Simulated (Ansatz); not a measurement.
# Au: the cost of one run

Method: DFT PBE, scalar-relativistic, plane waves, PAW, in Ansatz 0.2.0.

The COD cell was measured well above room temperature, so it is larger than a cold one.

4 further runs of the same task are left out: 4 set aside as unsound or not needed.

## 1. The structure to begin with

The structure is cubic, space group Fm-3m (No. 225). The conventional cell has a = 4.158 Å, b = 4.158 Å, c = 4.158 Å, α = 90.00°, β = 90.00°, γ = 90.00°. Around Au (site symmetry m-3m) lie 12 Au at 2.94 Å.

As a file:

```cif
data_structure
_symmetry_space_group_name_H-M 'Fm-3m'
_symmetry_Int_Tables_number 225
_cell_length_a 4.1583
_cell_length_b 4.1583
_cell_length_c 4.1583
_cell_angle_alpha 90.000
_cell_angle_beta 90.000
_cell_angle_gamma 90.000
_cell_volume 71.90
loop_
_atom_site_label
_atom_site_type_symbol
_atom_site_symmetry_multiplicity
_atom_site_Wyckoff_symbol
_atom_site_fract_x
_atom_site_fract_y
_atom_site_fract_z
_atom_site_occupancy
Au1 Au 4 a 0.00000 0.00000 0.00000 1
```

It is the result of an earlier relaxation at this level (volume 17.98 Å³/atom; gap on the mesh: none (metal)).

## 2. Phonons at rest

input.yaml reads:

```yaml
crystal:
  lattice:
    - [0.0, 2.0791539748, 2.0791539748]
    - [2.0791539748, 0.0, 2.0791539748]
    - [2.0791539748, 2.0791539748, 0.0]
  atoms:
    - { symbol: Au, position: [0.0, 0.0, 0.0] }
basis:
  ecutwfc: 420
kpoints:
  mp_grid: { grid: [20, 20, 20] }
hamiltonian:
  xc: pbe
scf:
  occupations: { method: fermi_dirac, width: 0.15 }
output:
  eigenvalues: true
phonons:
  method: dfpt
  eigenvectors: true
  qmesh: [2, 2, 2]
  temperatures: { t_max: 1000, t_step: 100 }
  qpath:
    path:
      - [[0.0, 0.0, 0.0], [0.5, 0.0, 0.5], [0.625, 0.25, 0.625]]
      - [[0.375, 0.375, 0.75], [0.0, 0.0, 0.0], [0.5, 0.5, 0.5], [0.5, 0.25, 0.75], [0.5, 0.0, 0.5]]
    npoints: 8
```

Run with:

```console
$ ansatz run input.yaml --threads 1 --pin off --max-ram 3072MiB --backend cpu --events-out ev --progress --plain --runs-dir out
```

What time and memory should one allow on 1 thread of AMD EPYC 7R43 (Zen 3), shared host?

About 2.1 min, with a peak of 1.4 GiB.
